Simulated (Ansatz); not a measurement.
## MoI in Ansatz: convergence with scf exx energy threshold

Crystal: MoI.

```
Mo I
1.0
     3.62326    0.00000    0.00000
     0.00000    3.62326    0.00000
     0.00000    0.00000    5.04208
Mo I
1 1
Cartesian
  1.8116 1.8116 2.5210
  0.0000 0.0000 2.5210
```

The cell was built by a generator and needn't be a form met in nature.

- Program: Ansatz 0.2.0
- Task: convergence study
- Functional: HSE06
- Potentials or basis: Ansatz PAW
- Cutoff: 420 eV (not typed: the program's choice for these potentials)
- k mesh: 4 × 4 × 3
- Occupations: cold, width 0.05 eV
- Spin: no spin polarisation

These are the settings of the first run; the series varies scf exx energy threshold, with any setting tied to it.

Hardware: 2 threads of Arm Neoverse V1, with other jobs on the host.

| scf exx energy threshold | energy less the tightest run, at zero smearing (meV/atom) | SCF cycles | CPU time (s) | peak memory (GiB) |
| --- | --- | --- | --- | --- |
| 0.01 | 0.00 | 30 | 33 | 0.9 |
| 0.001 | 0.00 | 26 | 32 | 0.9 |
| 0.0001 | 0.00 | 26 | 31 | 0.9 |
| 1e-05 | 0.00 | 25 | 31 | 0.9 |
| 1e-06 | 0.00 | 25 | 32 | 0.9 |
| 1e-07 | 0.00 | 28 | 35 | 0.9 |

Against the tightest run, the energy stays within 1 meV/atom from 0.01 on. The tightest run that finished is the yardstick and may itself not be fully converged.

Caveat, for the tightest run too: the k mesh is coarse (spacing up to 0.43 Å⁻¹), so the values aren't converged, least of all with exact exchange; an odd number of electrons without spin polarisation forces a metal; a magnetic or distorted state may lie lower. The run has no spin-orbit coupling, so splittings on I are missing.
